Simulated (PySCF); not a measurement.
# One shape, several levels: H2Se (SMILES [SeH2])

We compute a comparison of 5 runs (HF/STO-3G, HF/3-21G, HF/def2-SVP, PBE0/def2-SVP, B3LYP/6-311G**) of H2Se. Input form: a Python script.

The calculation is run with PySCF 2.14.0.

## (1) The molecule

H2Se has 3 atoms, charge 0, and is taken as a singlet. SMILES: `[SeH2]`. The shape is that of a PBE0-D4/def2-TZVP optimisation.

Bond lengths: Se1–H2 1.467 Å, Se1–H3 1.467 Å. Angles: H2–Se1–H3 91.2°.

## (2) Energy and gradient at HF/STO-3G (run 1)

Input file input.xyz:

```xyz
3
H2Se
Se     0.560660    -0.274700     0.280190
H      0.045430     1.091880     0.143880
H     -0.606090    -0.817190    -0.424060
```

Input file run.py:

```python
from pyscf import gto

mol = gto.M(
    atom='input.xyz',
    max_memory=1860,
    charge=0,
    basis='sto-3g',
    verbose=4,
)

calc0 = mol.RHF()
calc0.conv_tol = 1e-10
calc0.kernel()
if not calc0.converged:
    calc0 = calc0.newton().run(calc0.mo_coeff, calc0.mo_occ)

energy = calc0.e_tot
print(f'total energy: {energy:.8f} hartree')
grad = calc0.nuc_grad_method().kernel()
calc0.analyze()
```

Launch:

```bash
$ OMP_NUM_THREADS=1 python run.py
```

Log:

```text
PySCF version 2.14.0

[INPUT] num. atoms = 3
[INPUT] num. electrons = 36
[INPUT] charge = 0
[INPUT] spin (= nelec alpha-beta = 2S) = 0
[INPUT] symmetry False subgroup None
[INPUT] Mole.unit = angstrom
[INPUT] Symbol           X                Y                Z      unit          X                Y                Z       unit  Magmom
[INPUT]  1 Se     0.560660000000  -0.274700000000   0.280190000000 AA    1.059493848999  -0.519107766418   0.529482362842 Bohr   0.0
[INPUT]  2 H      0.045430000000   1.091880000000   0.143880000000 AA    0.085850257839   2.063354160890   0.271893794802 Bohr   0.0
[INPUT]  3 H     -0.606090000000  -0.817190000000  -0.424060000000 AA   -1.145344106838  -1.544265291733  -0.801357260383 Bohr   0.0

nuclear repulsion = 24.7844452226509
number of shells = 10
number of NR pGTOs = 60
number of NR cGTOs = 20
basis = sto-3g
ecp = {}

[... 33 lines left out ...]
converged SCF energy = -2374.691584975
[... 12 lines left out ...]
Nuclear Repulsion Energy =              24.784445222650948
[... 2 lines left out ...]
Two-electron Coulomb Energy =         1063.233891271789844
[... 4 lines left out ...]
MO #2   energy= -58.7751572142371  occ= 2
[... 2 lines left out ...]
MO #5   energy= -53.4876434900421  occ= 2
[... 2 lines left out ...]
MO #8   energy= -6.07405989321718  occ= 2
[... 2 lines left out ...]
MO #11  energy= -1.69772525256434  occ= 2
[... 2 lines left out ...]
MO #14  energy= -1.68089399511912  occ= 2
[... 2 lines left out ...]
MO #17  energy= -0.387294242472378 occ= 2
[... 2 lines left out ...]
MO #20  energy= 0.47791956974605   occ= 0
[... 26 lines left out ...]
Dipole moment(X, Y, Z, Debye): -1.18941,  0.58275, -0.59440
```

It took 0.72 s on 1 thread of Arm Neoverse V2, shared host; peak memory 0.12 GiB.

## (3) Energy and forces at HF/3-21G (run 2)

Input file input.py:

```python
import pyscf.grad
from pyscf import gto, scf

mol = gto.M(
    atom='''
Se     1.059494    -0.519108     0.529482
H      0.085850     2.063354     0.271894
H     -1.145344    -1.544265    -0.801357
''',
    spin=0,
    unit='bohr',
    charge=0,
    verbose=3,
    basis='3-21g',
    max_memory=1860,
)

calc0 = scf.RHF(mol)
calc0.conv_tol = 1e-10
calc0.kernel()
if not calc0.converged:
    calc0 = calc0.newton().run(calc0.mo_coeff, calc0.mo_occ)

etot = calc0.e_tot
print('Final energy', etot)
grad = calc0.Gradients().kernel()
calc0.analyze()
```

Launch:

```bash
$ OMP_NUM_THREADS=1 python input.py
```

Log:

```text
converged SCF energy = -2389.6122613543
Final energy -2389.612261354304
--------------- RHF gradients ---------------
         x                y                z
0 Se     0.0009937221    -0.0004884531     0.0004964351
1 H    -0.0015613561    -0.0028728995    -0.0011759331
2 H     0.0005676339     0.0033613526     0.0006794980
----------------------------------------------
**** MO energy ****
MO #1   energy= -457.952639112334  occ= 2
MO #2   energy= -60.3709965165646  occ= 2
MO #3   energy= -53.8743275064121  occ= 2
MO #4   energy= -53.8738384919208  occ= 2
MO #5   energy= -53.8726078404893  occ= 2
MO #6   energy= -8.86445283232563  occ= 2
MO #7   energy= -6.57287430328619  occ= 2
MO #8   energy= -6.56934150942343  occ= 2
MO #9   energy= -6.56103075316459  occ= 2
MO #10  energy= -2.54552518718978  occ= 2
MO #11  energy= -2.54441080575574  occ= 2
MO #12  energy= -2.53524071876717  occ= 2
MO #13  energy= -2.53159425556251  occ= 2
MO #14  energy= -2.53002240306975  occ= 2
MO #15  energy= -0.931518119336693 occ= 2
MO #16  energy= -0.55071638231267  occ= 2
MO #17  energy= -0.466562359682932 occ= 2
MO #18  energy= -0.35616620053824  occ= 2
MO #19  energy= 0.152453994850301  occ= 0
MO #20  energy= 0.195706763080678  occ= 0
MO #21  energy= 0.671524330722988  occ= 0
MO #22  energy= 0.690380437816431  occ= 0
MO #23  energy= 0.707711387655109  occ= 0
MO #24  energy= 0.742438591428049  occ= 0
MO #25  energy= 1.14722075660544   occ= 0
MO #26  energy= 1.21115080398402   occ= 0
 ** Mulliken atomic charges  **
charge of    0Se =     -0.02854
charge of    1H =      0.01427
charge of    2H =      0.01427
Dipole moment(X, Y, Z, Debye): -0.94506,  0.46303, -0.47229
```

It took 0.72 s on 1 thread of Arm Neoverse V2, shared host; peak memory 0.12 GiB.

Run 3 isn't shown in full; the table further down has it.

## (4) Energy and gradient at PBE0/def2-SVP (run 4)

Input file mol.xyz:

```xyz
3
H2Se
Se     0.560660    -0.274700     0.280190
H      0.045430     1.091880     0.143880
H     -0.606090    -0.817190    -0.424060
```

Input file run.py:

```python
from pyscf import gto, dft

mol = gto.M(
    atom='mol.xyz',
    max_memory=1860,
    verbose=4,
    basis='def2-svp',
)

ks = dft.RKS(mol)
ks.xc = 'pbe0'
ks.conv_tol = 1e-10
ks.grids.level = 5
ks.kernel()
if not ks.converged:
    ks = ks.newton().run(ks.mo_coeff, ks.mo_occ)

etot = ks.e_tot
print(f'total energy: {etot:.8f} hartree')
grad = ks.nuc_grad_method().kernel()
dip = ks.dip_moment()
pop, q = ks.mulliken_pop()
```

Launch:

```bash
$ OMP_NUM_THREADS=1 python run.py
```

Log:

```text
PySCF version 2.14.0

[INPUT] num. atoms = 3
[INPUT] num. electrons = 36
[INPUT] charge = 0
[INPUT] spin (= nelec alpha-beta = 2S) = 0
[INPUT] symmetry False subgroup None
[INPUT] Mole.unit = angstrom
[INPUT] Symbol           X                Y                Z      unit          X                Y                Z       unit  Magmom
[INPUT]  1 Se     0.560660000000  -0.274700000000   0.280190000000 AA    1.059493848999  -0.519107766418   0.529482362842 Bohr   0.0
[INPUT]  2 H      0.045430000000   1.091880000000   0.143880000000 AA    0.085850257839   2.063354160890   0.271893794802 Bohr   0.0
[INPUT]  3 H     -0.606090000000  -0.817190000000  -0.424060000000 AA   -1.145344106838  -1.544265291733  -0.801357260383 Bohr   0.0

nuclear repulsion = 24.7844452226509
number of shells = 18
number of NR pGTOs = 88
number of NR cGTOs = 42
basis = def2-svp
ecp = {}

[... 48 lines left out ...]
converged SCF energy = -2402.16630552518
total energy: -2402.16630553 hartree
[... 10 lines left out ...]
Dipole moment(X, Y, Z, Debye): -0.78392,  0.38408, -0.39176
[... 7 lines left out ...]
pop of  0 Se 2py          1.99874
pop of  0 Se 2pz          1.99902
pop of  0 Se 3px          1.99164
pop of  0 Se 3py          1.99039
pop of  0 Se 3pz          1.99293
pop of  0 Se 4px          0.66130
pop of  0 Se 4py          0.54874
pop of  0 Se 4pz          0.77100
pop of  0 Se 5px          0.73865
pop of  0 Se 5py          0.49122
pop of  0 Se 5pz          1.02357
pop of  0 Se 3dxy         1.63309
pop of  0 Se 3dyz         1.63327
pop of  0 Se 3dz^2        1.63434
pop of  0 Se 3dxz         1.63465
pop of  0 Se 3dx2-y2      1.63306
pop of  0 Se 4dxy         0.35461
pop of  0 Se 4dyz         0.35319
pop of  0 Se 4dz^2        0.35251
pop of  0 Se 4dxz         0.35273
pop of  0 Se 4dx2-y2      0.35464
pop of  0 Se 5dxy         0.02656
pop of  0 Se 5dyz         0.01618
pop of  0 Se 5dz^2        0.01868
pop of  0 Se 5dxz         0.02361
pop of  0 Se 5dx2-y2      0.02609
pop of  1 H 1s            0.69151
pop of  1 H 2s            0.22095
pop of  1 H 2px           0.00561
pop of  1 H 2py           0.01310
pop of  1 H 2pz           0.00601
pop of  2 H 1s            0.69151
pop of  2 H 2s            0.22095
pop of  2 H 2px           0.01171
pop of  2 H 2py           0.00435
pop of  2 H 2pz           0.00866
 ** Mulliken atomic charges  **
charge of    0Se =     -0.12566
charge of    1H =      0.06283
charge of    2H =      0.06283
```

Run time: 3.3 s. Hardware: 1 thread of Arm Neoverse V2, shared host; peak memory 0.45 GiB.

## (5) Energy and forces at B3LYP/6-311G(d,p) (run 5)

Input file job.py:

```python
# [SeH2]
import pyscf.grad
from pyscf import gto, dft

mol = gto.Mole()
mol.atom = '''
Se     1.059494    -0.519108     0.529482
H      0.085850     2.063354     0.271894
H     -1.145344    -1.544265    -0.801357
'''
mol.unit = 'bohr'
mol.basis = '6-311g**'
mol.spin = 0
mol.charge = 0
mol.max_memory = 1860
mol.verbose = 4
mol.build()

ks = dft.RKS(mol)
ks.xc = 'b3lyp'
ks.conv_tol = 1e-10
ks.grids.level = 5
ks.kernel()
if not ks.converged:
    ks = ks.newton().run(ks.mo_coeff, ks.mo_occ)

energy = ks.e_tot
print('E(%s) = %.9f' % ('B3LYP', energy))
grad = ks.Gradients().kernel()
dip = ks.dip_moment()
pop, q = ks.mulliken_pop()
```

Launch:

```bash
$ OMP_NUM_THREADS=1 python job.py
```

Log:

```text
PySCF version 2.14.0

[INPUT] num. atoms = 3
[INPUT] num. electrons = 36
[INPUT] charge = 0
[INPUT] spin (= nelec alpha-beta = 2S) = 0
[INPUT] symmetry False subgroup None
[INPUT] Mole.unit = bohr
[INPUT] Symbol           X                Y                Z      unit          X                Y                Z       unit  Magmom
[INPUT]  1 Se     0.560660079906  -0.274700123606   0.280189807992 AA    1.059494000000  -0.519108000000   0.529482000000 Bohr   0.0
[INPUT]  2 H      0.045429863557   1.091879914861   0.143880108586 AA    0.085850000000   2.063354000000   0.271894000000 Bohr   0.0
[INPUT]  3 H     -0.606089943464  -0.817189845621  -0.424059862211 AA   -1.145344000000  -1.544265000000  -0.801357000000 Bohr   0.0

nuclear repulsion = 24.7844465839265
number of shells = 26
number of NR pGTOs = 100
number of NR cGTOs = 56
basis = 6-311g**
ecp = {}

[... 49 lines left out ...]
converged SCF energy = -2402.75254365415
[... 11 lines left out ...]
Dipole moment(X, Y, Z, Debye): -0.70400,  0.34492, -0.35182
[... 21 lines left out ...]
pop of  0 Se 6px          0.24517
pop of  0 Se 6py          0.21023
pop of  0 Se 6pz          0.27745
pop of  0 Se 7px          0.74298
pop of  0 Se 7py          0.60084
pop of  0 Se 7pz          0.89401
pop of  0 Se 8px          0.44035
pop of  0 Se 8py          0.25558
pop of  0 Se 8pz          0.65380
pop of  0 Se 3dxy         1.61508
pop of  0 Se 3dyz         1.61520
pop of  0 Se 3dz^2        1.61621
pop of  0 Se 3dxz         1.61653
pop of  0 Se 3dx2-y2      1.61504
pop of  0 Se 4dxy         0.37328
pop of  0 Se 4dyz         0.37199
pop of  0 Se 4dz^2        0.37133
pop of  0 Se 4dxz         0.37153
pop of  0 Se 4dx2-y2      0.37330
pop of  0 Se 5dxy         0.02721
pop of  0 Se 5dyz         0.01571
pop of  0 Se 5dz^2        0.01843
pop of  0 Se 5dxz         0.02380
pop of  0 Se 5dx2-y2      0.02674
pop of  1 H 1s            0.23519
pop of  1 H 2s            0.53238
pop of  1 H 3s            0.14785
pop of  1 H 2px           0.00586
pop of  1 H 2py           0.01369
pop of  1 H 2pz           0.00638
pop of  2 H 1s            0.23519
pop of  2 H 2s            0.53238
pop of  2 H 3s            0.14785
pop of  2 H 2px           0.01230
pop of  2 H 2py           0.00444
pop of  2 H 2pz           0.00919
 ** Mulliken atomic charges  **
charge of    0Se =     -0.11731
charge of    1H =      0.05865
charge of    2H =      0.05865
```

Wall time 4.5 s (1 thread of Arm Neoverse V2, shared host); peak memory 0.56 GiB.

## (6) The series

| run | level | integration grid | energy (Eh) | dipole moment (D) | HOMO energy (eV) | LUMO energy (eV) | wall time |
| --- | --- | --- | --- | --- | --- | --- | --- |
| 1 | HF/STO-3G | – | -2374.691585 | 1.45 | -7.55 | 10.15 | 0.72 s |
| 2 | HF/3-21G | – | -2389.612261 | 1.15 | -9.69 | 4.15 | 0.72 s |
| 3 | HF/def2-SVP | – | -2400.705275 | 0.96 | -9.68 | 3.92 | 1.1 s |
| 4 | PBE0/def2-SVP | 5 | -2402.166306 | 0.96 | -6.92 | 0.40 | 3.3 s |
| 5 | B3LYP/6-311G** | 5 | -2402.752544 | 0.86 | -6.82 | -0.18 | 4.5 s |

## (7) Results

| quantity | value |
| --- | --- |
| run 5: total energy | -2402.75254 Eh |
| run 5: dipole moment | 0.86 D |
| run 5: HOMO energy | -6.82 eV |
| run 5: LUMO energy | -0.18 eV |
| run 5: HOMO–LUMO gap | 6.64 eV |
| run 5: largest force on an atom | 0.122 eV/Å |

In words: The dipole moment (its size) runs from 0.86 D (B3LYP/6-311G**) to 1.45 D (HF/STO-3G). The two ends differ in method and basis. The HOMO–LUMO gap runs from 6.64 eV (B3LYP/6-311G**) to 17.70 eV (HF/STO-3G). Totals of different functionals can't be ranked against each other. In run 1 the basis is minimal, so the values are rough. All runs together took 10 s, the longest 4.5 s.
